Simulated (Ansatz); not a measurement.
# H7NSb: the cost of one run

The runs use Ansatz 0.2.0, Gaussian basis; PBE0-D4 structure, single points in def2-TZVPPD.

Levels: PBE-D4, revPBE-D4, BLYP-D4, r2SCAN-D4, B97M-V, PBE0-D4, B3LYP-D4, HSE06-D4, wB97X-V, wB97M-V, B2PLYP, Hartree-Fock, MP2, CCSD, CCSD(T). The reference is CCSD(T) extrapolated to the basis limit. For elements past Ar these valence bases correlate outer-core shells poorly, so that limit is rough.

Cores are frozen in the correlated methods. Filled d shells of the heavier atoms are correlated. Core potentials replace the inner electrons past krypton, and spin-orbit coupling is left out. B3LYP uses VWN-RPA correlation. B2PLYP carries no dispersion term here.

176 further runs of the same task are left out: 176 set aside as unsound or not needed. Runs told in other sessions of the task aren't counted.

**1. Where the work starts**

The pair, from a GFN2-xTB docking trial: 9 atoms, charge 1, spin multiplicity 1.

Atoms are counted from 1 here; the program's logs count them from 0.

Bond lengths: N1–H2 1.089 Å, N1–H3 1.025 Å, N1–H4 1.025 Å, N1–H5 1.025 Å, Sb6–H7 1.711 Å, Sb6–H8 1.806 Å, Sb6–H9 1.711 Å. Angles: H2–N1–H3 108.7°, H2–N1–H4 109.8°, H2–N1–H5 109.4°, H3–N1–H4 109.6°, H3–N1–H5 109.7°, H4–N1–H5 109.6°, H7–Sb6–H8 83.8°, H7–Sb6–H9 86.5°, H8–Sb6–H9 83.7°.

Geometry (Å):

| atom | x (Å) | y (Å) | z (Å) |
| --- | --- | --- | --- |
| N1 | -0.1260 | -0.4186 | -1.3104 |
| H2 | 0.3289 | 0.1571 | -0.5051 |
| H3 | -0.6830 | -1.1740 | -0.8995 |
| H4 | 0.6055 | -0.8159 | -1.9084 |
| H5 | -0.7308 | 0.1932 | -1.8676 |
| Sb6 | 0.4274 | 0.9147 | 2.2860 |
| H7 | 0.3608 | -0.7768 | 2.0365 |
| H8 | 0.9594 | 0.9506 | 0.5606 |
| H9 | -1.1421 | 0.9697 | 1.6080 |

Atoms 1 to 5 are fragment A (NH4+), the rest fragment B (SbH3).

**2. A first relaxation in a small basis**

pre/in.yaml reads:

```yaml
crystal:
  periodic: [false, false, false]
  atoms:
    - {symbol: N, position_ang: [-0.126000, -0.418600, -1.310400]}
    - {symbol: H, position_ang: [0.328900, 0.157100, -0.505100]}
    - {symbol: H, position_ang: [-0.683000, -1.174000, -0.899500]}
    - {symbol: H, position_ang: [0.605500, -0.815900, -1.908400]}
    - {symbol: H, position_ang: [-0.730800, 0.193200, -1.867600]}
    - {symbol: Sb, position_ang: [0.427400, 0.914700, 2.286000]}
    - {symbol: H, position_ang: [0.360800, -0.776800, 2.036500]}
    - {symbol: H, position_ang: [0.959400, 0.950600, 0.560600]}
    - {symbol: H, position_ang: [-1.142100, 0.969700, 1.608000]}
basis:
  gaussian: {orbitals: def2-SVP}
total_charge: 1
hamiltonian: {xc: pbe, dispersion: d4}
relax: {f_tol: 0.03, max_steps: 250}
```

On the command line:

```
ansatz run in.yaml --threads 4 --pin off --events-out ev --progress --plain --max-ram 9574MiB
```

**Question.** How long does this run take on 4 threads of Arm Neoverse V1, shared host?

About 3.5 s.
